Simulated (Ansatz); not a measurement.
# VBiO4 (I4_1/a) in Ansatz: further runs

One crystal, VBiO4, is run at these levels: BLYP, r2SCAN; tasks: relaxation of cell and atoms.

Everything below comes from runs of Ansatz 0.2.0. Logs are shortened: lines on timing, memory, paths and dates and some standing lists are left out, and cuts for length are marked.

**1. Starting point**

Symmetry: I4_1/a, No. 88, tetragonal system. The conventional cell has a = 5.122 Å, b = 5.122 Å, c = 11.592 Å, α = 90.00°, β = 90.00°, γ = 90.00°. Bi (site symmetry -4) has 8 O at 2.42 to 2.47 Å as nearest neighbours. V (site symmetry -4) has 4 O at 1.73 Å as nearest neighbours. O (site symmetry 1) is surrounded by 1 V at 1.73 Å.

Measurements of this composition are mostly on another form, of space group No. 15.

**2. Relaxation of cell and atoms, BLYP, collinear spin, ferromagnetic start**

input.yaml

```yaml
crystal:
  lattice:
    - [-2.56105292, 2.56105292, 5.7960647]
    - [2.56105292, -2.56105292, 5.7960647]
    - [2.56105292, 2.56105292, -5.7960647]
  atoms:
    - { symbol: Bi, position: [0.75, 0.25, 0.5] }
    - { symbol: Bi, position: [0.0, 0.0, 0.0] }
    - { symbol: V, position: [0.25, 0.75, 0.5], spin: 2.0 }
    - { symbol: V, position: [0.5, 0.5, 0.0], spin: 2.0 }
    - { symbol: O, position: [0.43809724, 0.3291035, 0.60894833] }
    - { symbol: O, position: [0.57914891, 0.68809724, 0.60899374] }
    - { symbol: O, position: [0.72015517, 0.82914891, 0.39105167] }
    - { symbol: O, position: [0.0791035, 0.97015517, 0.39100626] }
    - { symbol: O, position: [0.6708965, 0.27984483, 0.10899374] }
    - { symbol: O, position: [0.02984483, 0.42085109, 0.10894833] }
    - { symbol: O, position: [0.31190276, 0.9208965, 0.89105167] }
    - { symbol: O, position: [0.17085109, 0.56190276, 0.89100626] }
hamiltonian:
  xc: blyp
  pseudopotentials: { kind: paw }
magnetization:
  spin_polarized: true
kpoints:
  mp_grid: { grid: [7, 7, 7] }
scf:
  occupations: { method: fermi_dirac, width: 0.05 }
output:
  forces: true
  stress: true
  eigenvalues: true
  write_density: true
  write_potential: true
  elf: true
  volumetric_format: npy
relax:
  f_tol: 0.01
  max_steps: 40
  cell: { stress_tol: 0.05 }
```

Potentials or basis: Ansatz PAW.

Command:

```sh
$ ansatz run input.yaml --threads 4 --pin off --max-ram 11264MiB --backend cpu --events-out ev --progress --plain --runs-dir out
```

What it wrote:

```text
Warning: RAYON_NUM_THREADS=4 ignored (pool sized by the plan → 4); use --threads N
Engine: ansatz 0.2.0, aarch64-unknown-linux-gnu
Pseudopotentials: kind: paw
Pseudopotential: Bi, paw, valence charge 15, recommended cutoff 420 eV (normal), Bi.paw.azcp
Pseudopotential: V, paw, valence charge 13, recommended cutoff 420 eV (normal), V.paw.azcp
Pseudopotential: O, paw, valence charge 6, recommended cutoff 420 eV (normal), O.paw.azcp
Functional definition: BLYP
  parameter beta = 0.0042
  parameter a = 0.04918
  parameter b = 0.132
  parameter c = 0.2533
  parameter d = 0.349
  exchange = b88_x(beta = beta)
  correlation = lyp_c(a = a, b = b, c = c, d = d)
Crystal: 12 atoms, lattice volume = 152.065 Å³
Basis set: ecut = 420 eV, 2995 PW (Γ), exchange–correlation on 96×96×96 points (8 copies of the dense FFT grid, shifted against one another)
Bands: 66, of which v1, the nominal top of the filled ones, is band 52 counted from 1 (51 counted from 0)
Symmetry: 8 space group operations
Space group: I41/a (ITA 88), of the structure as read, at distance tolerance 5.3e-5 Å
Magnetic group: BNS 88.81 (UNI 741), of the structure as read, at distance tolerance 5.3e-5 Å
k-points: 52 of 343
Non-local potential: Bi, projectors of the file, l = 0: 2, l = 1: 2, l = 2: 2, l = 3: 2
Non-local potential: V, projectors of the file, l = 0: 3, l = 1: 2, l = 2: 3, l = 3: 1
Non-local potential: O, projectors of the file, l = 0: 2, l = 1: 2, l = 2: 1
PAW form: soft (Blöchl's): semilocal exchange-correlation on the pseudo side does not see the compensation charge
PAW frozen core: Bi, regenerated for the run's functional, and the local potential with it (the file was generated under x = pbe(κ = 0.804, μ = 0.2195149727645171), c = pbe(β = 0.06672455060314922))
PAW frozen core: V, regenerated for the run's functional, and the local potential with it (the file was generated under x = pbe(κ = 0.804, μ = 0.2195149727645171), c = pbe(β = 0.06672455060314922))
PAW frozen core: O, regenerated for the run's functional, and the local potential with it (the file was generated under x = pbe(κ = 0.804, μ = 0.2195149727645171), c = pbe(β = 0.06672455060314922))
PAW one-centre angular grid: Bi, 590 points (default); XC on 64 Gauss nodes
PAW one-centre angular grid: V, 590 points (default); XC on 64 Gauss nodes
PAW one-centre angular grid: O, 110 points (default); XC on 64 Gauss nodes
Initial density: superposition of atomic densities (chi_scale 0.1, normalization cell, long waves kept (reshape's long-wave potential 0.01 eV rms))
Starting moments: Σ|m| = 4 μB on 2 of 12 sites
Initial wavefunctions: pseudopotential atomic-orbital guess
Functional: x = b88, c = lyp
SCF iter   1: F=—  HF=-35248.075382 eV  |F-HF|=—  |Δ(HF+E_count)|=         —  Δρ=6.31e-2 (↑5.33e-2 ↓6.31e-2)  dr2=1.08e1  dr2_m=2.37e0  M=0.000 μB ∫|m|=2.679 μB  β_m=0.30  ethr=3.10e-3  ⟨swp⟩=6.1  Hψ=23641  notcnv=0  defer=10
Mixer restart at iter 1: flushing history
preconditioner: auto → Resta (q_TF=auto, 2.561 Å⁻¹)  ε∞=4.7  [insulator: Δε(μ)=1.590 eV  Ē_g=14.655 eV  σ=0.050 eV  W_gap=1.00  n_scr=36 (ndim 8)  ℏωp=28.2 eV  f_vac=0.000  D(μ)=0.00/eV (n_scr^D=0)  ε∞_Penn≈4.7]
spin=Collinear: Resta preconditioning applied to the charge; magnetization (m = ρ↑ − ρ↓) channel mixes plain (no charge-response kernel on spin).
[... 182 lines left out ...]
SCF converged after 8 iterations
Magnetization: 0.0000 μB (52.0000 up, 52.0000 down)
Absolute magnetization: 0.0000 μB (∫|ρ↑−ρ↓|, with the PAW one-centre terms)
Spin contamination: 0.0000 ħ² per cell (⟨S²⟩ above its minimum at these occupations)
Per-site moments (μB) at R_I (Å): [(-6.2575785382667274e-12, 1.0227856934160304), (-6.257711561391139e-12, 1.0227856934160304), (7.635336086047598e-11, 0.7202632036427513), (7.635351142352192e-11, 0.7202632036427509), (-1.779030774920384e-11, 0.7202632036427509), (-1.7790225136104406e-11, 0.7202632036427514), (-1.779023921118819e-11, 0.720263203642751), (-1.7790310461052788e-11, 0.7202632036427513), (-1.7790371464936588e-11, 0.7202632036427513), (-1.779015416807121e-11, 0.7202632036427513), (-1.7790252339134336e-11, 0.7202632036427514), (-1.779019821928191e-11, 0.7202632036427514)]
Free energy (F): -35248.090086 eV
Harris-Foulkes:  -35248.090086 eV  (|F-HF|=1.46e-11)
Internal energy: -35248.090086 eV  (E = F + TS)
E sigma→0 (E₀):  -35248.090086 eV
Fermi energy:    9.111297 eV
--- Per-component energies (eV) ---
  E_band       = -732.583332
  E_kinetic    = 2664.943817
  E_local      = -8269.550693  (includes V_loc(G=0)·N_el)
  E_nonlocal   = 1409.527098
  E_hartree    = 3025.843763
  E_xc         = -1140.275144
  E_vxc        = -1351.407560  (∫ρ·V_xc dr)
  E_paw        = -24907.805021  (= ΣΔE_a)
  E_vpaw       = -1237.802877  (= ΣTr[D̂ρ^β])
  E_aug_tail   = 0.019243  (compensation charges beyond the density's cutoff)
  E_ewald      = -8030.677183
  E_core_change = -0.115966  (= ΣΔE_core)
  E_smearing   = -0.000000  (= −TS)
  E_closure    = 0.000000  (closes the sum)
  Σ components = -35248.090086   (vs F -35248.090086, Δ=0.00e0)
--- Forces (eV/Å), atoms counted from 1 ---
  atom   1  Bi    -0.00000000     0.00000000    -0.00000000
  atom   2  Bi     0.00000000     0.00000000     0.00000000
  atom   3  V     -0.00000000     0.00000000    -0.00000000
  atom   4  V      0.00000000     0.00000000     0.00000000
  atom   5  O     -0.00188088    -0.00048955    -0.00073831
  atom   6  O     -0.00048955     0.00188088    -0.00073831
  atom   7  O      0.00188088     0.00048955    -0.00073831
  atom   8  O      0.00048955    -0.00188088    -0.00073831
  atom   9  O     -0.00048955     0.00188088     0.00073831
  atom  10  O     -0.00188088    -0.00048955     0.00073831
  atom  11  O      0.00188088     0.00048955     0.00073831
  atom  12  O      0.00048955    -0.00188088     0.00073831
  max |Σ_I F_I| component: 8.67e-18 eV/Å
--- Stress (GPa, compression-positive) ---
        0.015389      -0.000000       0.000000
        0.000000       0.015389      -0.000000
        0.000000      -0.000000       0.023580
  P = ⅓ Tr σ = 0.0181 GPa (0.181 kbar)
--- Band table (eV; the first three rows and the last of 104) ---
  k-point 0 ↑: bands = ["-56.0206", "-56.0201", "-29.9984", "-29.9984", "-29.9968", "-29.9968", "-29.9887", "-29.9808", "-14.0502", "-14.0184", "-14.0184", "-14.0133", "-14.0108", "-14.0074", "-14.0033", "-13.9978", "-13.9978", "-13.9823", "-9.5237", "-8.5377", "-8.2505", "-8.2404", "-8.2404", "-8.0655", "-8.0655", "-8.0632", "-1.5977", "-0.8668", "3.1648", "3.7478", "3.7478", "3.8380", "4.4965", "4.7527", "4.7527", "5.0051", "5.1085", "5.4233", "5.4702", "5.4702", "5.9143", "5.9830", "6.2118", "6.2118", "6.3397", "6.5138", "6.5138", "6.6433", "7.1391", "7.4953", "7.4953", "7.6702", "10.4902", "10.9195", "11.1827", "11.3381", "12.0388", "12.1132", "12.1132", "12.1883", "12.1883", "12.2489", "13.1865", "13.1865", "13.9396", "13.9396"]
  k-point 1 ↑: bands = ["-56.0206", "-56.0202", "-29.9984", "-29.9984", "-29.9971", "-29.9970", "-29.9881", "-29.9811", "-14.0509", "-14.0204", "-14.0197", "-14.0174", "-14.0081", "-14.0045", "-14.0023", "-13.9982", "-13.9969", "-13.9805", "-9.4262", "-8.5117", "-8.2981", "-8.2830", "-8.2412", "-8.1559", "-8.0886", "-8.0145", "-1.5626", "-0.8968", "3.2527", "3.5062", "3.8696", "4.1842", "4.2500", "4.8431", "4.8597", "5.0438", "5.0659", "5.2858", "5.4088", "5.4717", "5.6032", "6.0003", "6.1775", "6.2286", "6.2434", "6.5326", "6.6798", "6.8554", "7.3445", "7.4710", "7.5095", "7.5659", "10.5233", "10.8789", "11.0011", "11.1034", "11.8679", "11.9422", "12.1319", "12.2271", "12.5108", "12.6485", "12.8360", "13.3187", "13.7970", "13.9809"]
  k-point 2 ↑: bands = ["-56.0205", "-56.0202", "-29.9985", "-29.9982", "-29.9977", "-29.9973", "-29.9868", "-29.9820", "-14.0528", "-14.0324", "-14.0194", "-14.0143", "-14.0105", "-14.0017", "-13.9996", "-13.9979", "-13.9933", "-13.9779", "-9.1579", "-8.4481", "-8.4009", "-8.3769", "-8.2424", "-8.2301", "-8.1894", "-8.0379", "-1.4533", "-0.9819", "3.3888", "3.5037", "3.7820", "3.9407", "4.6449", "4.9092", "4.9321", "5.0476", "5.1361", "5.1986", "5.2987", "5.4055", "5.4079", "5.9218", "5.9837", "6.0972", "6.3211", "6.6954", "6.9188", "7.0899", "7.1278", "7.2312", "7.6128", "7.9310", "10.5865", "10.7091", "10.8296", "11.1935", "11.5692", "11.9254", "12.1463", "12.2103", "12.4317", "12.4844", "13.0249", "13.6233", "13.8310", "14.0572"]
  k-point 51 ↓: bands = ["-56.0204", "-56.0204", "-29.9996", "-29.9996", "-29.9958", "-29.9956", "-29.9849", "-29.9845", "-14.0460", "-14.0419", "-14.0396", "-14.0379", "-14.0092", "-14.0090", "-13.9834", "-13.9826", "-13.9743", "-13.9727", "-9.0909", "-9.0883", "-8.4049", "-8.3107", "-8.1017", "-8.0816", "-7.9849", "-7.9816", "-1.2140", "-1.1807", "3.7329", "3.8892", "4.0278", "4.0905", "4.5055", "4.6323", "4.7059", "4.8038", "4.9065", "5.0448", "5.2109", "5.3265", "5.6328", "5.6620", "5.7836", "5.8270", "6.4215", "6.6926", "7.0860", "7.1703", "7.2550", "7.4037", "7.4356", "7.4972", "10.8598", "10.8719", "11.0921", "11.1058", "11.6731", "11.7131", "12.5047", "12.5500", "12.6479", "12.8558", "13.0524", "13.2618", "13.8270", "13.8540"]
--- Relaxed structure (9 steps of the walk, 8 accepted, 2 SCFs on fresh bases) ---
  F+E_penalty+E_count = -35248.09008588 eV   max|allowed force component| = 1.881e-3 eV/Å   (the final SCF, on the basis selected at the relaxed cell)
  cell:  # Å, volume = 162.6897 Å³
    - [-2.6091804465632777, 2.6091804465632777, 5.974364514485481]
    - [2.6091804465632777, -2.6091804465632777, 5.974364514485481]
    - [2.6091804465632777, 2.6091804465632777, -5.974364514485481]
  atoms:
    - { symbol: Bi, position: [0.75, 0.25000000000000006, 0.5] }
    - { symbol: Bi, position: [-1.0310768276489756e-19, -4.603027941547264e-19, -4.348078763337843e-19] }
    - { symbol: V, position: [0.25000000000000006, 0.75, 0.5] }
    - { symbol: V, position: [0.5000000000000001, 0.5000000000000001, -4.348078763337932e-19] }
    - { symbol: O, position: [0.4394138094555234, 0.32885809833672597, 0.6138023181807515] }
    - { symbol: O, position: [0.5756114912747721, 0.6894138094555236, 0.6105557111187975] }
    - { symbol: O, position: [0.7150557801559745, 0.825611491274772, 0.3861976818192487] }
    - { symbol: O, position: [0.07885809833672602, 0.9650557801559747, 0.3894442888812027] }
    - { symbol: O, position: [0.6711419016632741, 0.2849442198440255, 0.11055571111879739] }
    - { symbol: O, position: [0.03494421984402549, 0.42438850872522815, 0.11380231818075146] }
    - { symbol: O, position: [0.3105861905444767, 0.9211419016632744, 0.8861976818192487] }
    - { symbol: O, position: [0.1743885087252281, 0.5605861905444767, 0.8894442888812027] }
```

It took 3.8 min on 4 threads of Arm Neoverse V2, shared host; peak memory 1.2 GiB.

What came out:

```
Free energy                            : -35248.0901 eV
Relaxed volume                         : 13.56 Å³/atom
Relaxed cell                           : a = 7.022 Å, b = 7.022 Å, c = 7.022 Å, α = 136.37°, β = 136.37°, γ = 63.40°
Space group after relaxing (to 0.05 Å) : I4_1/a (No. 88)
Energy gained by relaxing              : 23.5 meV/atom
Ionic steps                            : 10
Pressure after relaxing                : 0.0 GPa
Band gap on the k mesh                 : 2.32 eV, direct
Net moment                             : 0.00 μB per cell
Absolute moment                        : 0.00 μB per cell
```

Forces in eV/Å, atoms in the order of the input:
```
Bi   0.000  0.000  0.000
Bi   0.000  0.000  0.000
V    0.000  0.000  0.000
V    0.000  0.000  0.000
O   -0.002  0.000 -0.001
O    0.000  0.002 -0.001
O    0.002  0.000 -0.001
O    0.000 -0.002 -0.001
O    0.000  0.002  0.001
O   -0.002  0.000  0.001
O    0.002  0.000  0.001
O    0.000 -0.002  0.001
```

Step by step:
```
step  energy change (eV)  largest force (eV/Å)  volume (Å³)
   1              0.0000                0.0539       152.07
   2              0.0439                0.5776       170.59
   3             -0.2004                0.1250       162.68
   4             -0.2163                0.0301       161.92
   5             -0.2183                0.0153       161.77
   6             -0.2182                0.0003       161.81
   7             -0.2804                0.0027       161.81
   8             -0.2789                0.0025       162.52
   9             -0.2782                0.0019       162.69
  10             -0.2822                0.0021       162.69
```

Final structure:
```xyz
12
Lattice="-2.6092 2.6092 5.9744 2.6092 -2.6092 5.9744 2.6092 2.6092 -5.9744" Properties=species:S:1:pos:R:3 pbc="T T T"
Bi    0.0000    2.6092    2.9872
Bi    0.0000    0.0000    0.0000
V     2.6092    0.0000    2.9872
V     0.0000    0.0000    5.9744
O     1.3131    1.8900    0.9229
O     1.8900    1.2961    3.9100
O     1.2961    0.7192    6.8972
O     3.3284   -1.2961    3.9100
O    -0.7192    1.2961    5.0515
O     1.3131   -0.7192    2.0643
O     3.9053    0.7192    2.0643
O     3.3284    1.3131   -0.9229
```

Levels at points of the mesh, in eV from the valence-band top:
Spin up:
```tsv
k point	band 49	band 50	band 51	band 52	band 53	band 54	band 55	band 56
(0.00, 0.00, 0.00)	-0.82	-0.46	-0.46	-0.29	2.53	2.96	3.23	3.38
```
Spin down:
| k point | band 48 | band 49 | band 50 | band 51 | band 52 | band 53 | band 54 | band 55 | band 56 | band 57 |
| --- | --- | --- | --- | --- | --- | --- | --- | --- | --- | --- |
| (0.00, 0.00, 0.00) | -1.31 | -0.82 | -0.46 | -0.46 | -0.29 | 2.53 | 2.96 | 3.23 | 3.38 | 4.08 |

Caveat: odd divisions of the mesh miss points on the zone boundary, where band edges often lie, so the gap on the mesh can be too wide; the plane-wave basis is chosen anew once the cell has moved, so the energies of steps on either side of that aren't comparable; the pressure holds a Pulay correction of +0.7 GPa for the finite cutoff; spin-orbit coupling is left out, which as a rule narrows the gap of such compounds by several tenths of an eV; the PAW data sets come from PBE, with cores solved anew for the run's functional, which leaves a small shift of forces and pressure; the starting moments weren't kept.

**3. Relaxation of cell and atoms, r2SCAN, collinear spin, ferromagnetic start**

Edit input.yaml of step 2 so:

```diff
@@ -19,3 +19,3 @@
 hamiltonian:
-  xc: blyp
+  xc: r2scan
   pseudopotentials: { kind: paw }
@@ -31,6 +31,2 @@
   eigenvalues: true
-  write_density: true
-  write_potential: true
-  elf: true
-  volumetric_format: npy
 relax:
```

Potentials or basis: Ansatz PAW.

Command:

```sh
$ ansatz run input.yaml --threads 4 --pin off --max-ram 11264MiB --backend cpu --events-out ev --progress --plain --runs-dir out
```

Wall time 3.8 min (4 threads of Arm Neoverse V2, shared host); peak memory 1.7 GiB.

It converged, with:

```
Free energy                            : -35209.5014 eV
Relaxed volume                         : 12.70 Å³/atom
Relaxed cell                           : a = 6.847 Å, b = 6.847 Å, c = 6.847 Å, α = 136.08°, β = 136.08°, γ = 63.86°
Space group after relaxing (to 0.05 Å) : I4_1/a (No. 88)
Energy gained by relaxing              : 1.3 meV/atom
Ionic steps                            : 5
Pressure after relaxing                : 0.0 GPa
Largest force after relaxing           : 0.004 eV/Å
Band gap on the k mesh                 : 2.51 eV, indirect (least direct gap 2.52 eV)
Net moment                             : 0.00 μB per cell
Absolute moment                        : 0.00 μB per cell
```

Forces in eV/Å, atoms in the order of the input:
```
Bi   0.000  0.000  0.000
Bi   0.000  0.000  0.000
V    0.000  0.000  0.000
V    0.000  0.000  0.000
O   -0.001  0.002  0.003
O    0.002  0.001  0.003
O    0.001 -0.002  0.003
O   -0.002 -0.001  0.003
O    0.002  0.001 -0.003
O   -0.001  0.002 -0.003
O    0.001 -0.002 -0.003
O   -0.002 -0.001 -0.003
```

The path:
```csv
step,energy change (eV),largest force (eV/Å),volume (Å³)
1,0.0000,0.3740,152.07
2,-0.0095,0.0778,153.46
3,-0.0150,0.0102,152.53
4,-0.0153,0.0037,152.39
5,-0.0155,0.0037,152.39
```

Final structure:
```xyz
12
Lattice="-2.5606 2.5606 5.8106 2.5606 -2.5606 5.8106 2.5606 2.5606 -5.8106" Properties=species:S:1:pos:R:3 pbc="T T T"
Bi    0.0000    2.5606    2.9053
Bi    0.0000    0.0000    0.0000
V     2.5606    0.0000    2.9053
V     0.0000    0.0000    5.8106
O     1.2859    1.8475    0.9148
O     1.8475    1.2747    3.8200
O     1.2747    0.7131    6.7253
O     3.2736   -1.2747    3.8200
O    -0.7131    1.2747    4.8958
O     1.2859   -0.7131    1.9905
O     3.8353    0.7131    1.9905
O     3.2736    1.2859   -0.9148
```

Levels at points of the mesh, in eV from the valence-band top:
Spin up:
| k point | band 48 | band 49 | band 50 | band 51 | band 52 | band 53 | band 54 | band 55 | band 56 | band 57 |
| --- | --- | --- | --- | --- | --- | --- | --- | --- | --- | --- |
| (0.00, 0.00, 0.00) | -1.69 | -0.99 | -0.78 | -0.78 | -0.52 | 2.72 | 3.19 | 3.43 | 3.69 | 4.46 |
Spin down:
| k point | band 48 | band 49 | band 50 | band 51 | band 52 | band 53 | band 54 | band 55 | band 56 | band 57 |
| --- | --- | --- | --- | --- | --- | --- | --- | --- | --- | --- |
| (0.00, 0.00, 0.00) | -1.69 | -0.99 | -0.78 | -0.78 | -0.52 | 2.72 | 3.19 | 3.43 | 3.69 | 4.46 |

Caveat: the magnetic or orbital state may not be the lowest; odd divisions of the mesh miss points on the zone boundary, where band edges often lie, so the gap on the mesh can be too wide; the plane-wave basis is chosen anew once the cell has moved, so the energies of steps on either side of that aren't comparable; spin-orbit coupling is left out, which as a rule narrows the gap of such compounds by several tenths of an eV; the PAW data sets come from PBE, with cores solved anew for the run's functional, which leaves a small shift of forces and pressure; the starting moments weren't kept. r2SCAN opens gaps a little over a GGA but as a rule still falls short of measured ones.
